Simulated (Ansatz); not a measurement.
NaSc in Ansatz: convergence with k mesh

Input of the first run (k mesh 3 × 3 × 3); the others differ in this setting and in those tied to it:

File input.yaml:

```yaml
crystal:
  lattice:
    - [1.72682371, 0.99698213, 3.66129785]
    - [-1.72682371, 0.99698213, 3.66129785]
    - [0.0, -1.99396426, 3.66129785]
  atoms:
    - { symbol: Na, position: [0.496202, 0.507614, 0.498278] }
    - { symbol: Sc, position: [0.015076, 0.008639, -0.023482] }
hamiltonian:
  xc: pbe
  pseudopotentials: { kind: nc, accuracy: standard }
kpoints:
  mp_grid: { grid: [3, 3, 3] }
scf:
  occupations: { method: gaussian, width: 0.05 }
output:
  forces: true
  stress: true
  eigenvalues: true
```

Potentials or basis: PseudoDojo standard (PBE files).

Launch:

```sh
$ ansatz run input.yaml --threads 2 --pin off --max-ram 5632MiB --backend cpu --events-out ev --progress --plain --runs-dir out
```

The cell isn't the ideal one: atoms moved at random, drawn with an rms of 0.05 Å.

The cell was built by a generator and needn't be a form met in nature.

Hardware: 2 threads of Arm Neoverse V1, on a shared host.

Task: The values tried are 3 × 3 × 3, 4 × 4 × 4, 5 × 5 × 5, 7 × 7 × 7, 8 × 8 × 8, 10 × 10 × 10, 13 × 13 × 13, 15 × 15 × 15, loosest first. From which on does the pressure stay within 0.1 GPa of the tightest run that finished?

Result: From 7 × 7 × 7 on.

```tsv
k mesh	energy less the tightest run, at zero smearing (meV/atom)	pressure (GPa)	largest force (eV/Å)	SCF cycles	CPU time (s)	peak memory (GiB)
3 × 3 × 3	50.83	19.64	0.190	8	2.9	0.34
4 × 4 × 4	-18.17	19.24	0.191	7	5.8	0.39
5 × 5 × 5	3.03	19.66	0.189	7	11	0.44
7 × 7 × 7	1.66	19.57	0.189	7	28	0.61
8 × 8 × 8	1.07	19.50	0.189	7	42	0.75
10 × 10 × 10	-0.26	19.54	0.190	7	82	1.1
13 × 13 × 13	-0.01	19.55	0.189	7	180	2.1
15 × 15 × 15	0.00	19.55	0.189	7	280	3
```

Against the tightest run, the energy stays within 1 meV/atom from 10 × 10 × 10 on; the largest force stays within 0.005 eV/Å from 3 × 3 × 3 on. Meshes of other sizes hit other points, so gaps and Fermi surfaces needn't settle smoothly. The tightest run that finished is the yardstick and may itself not be fully converged.
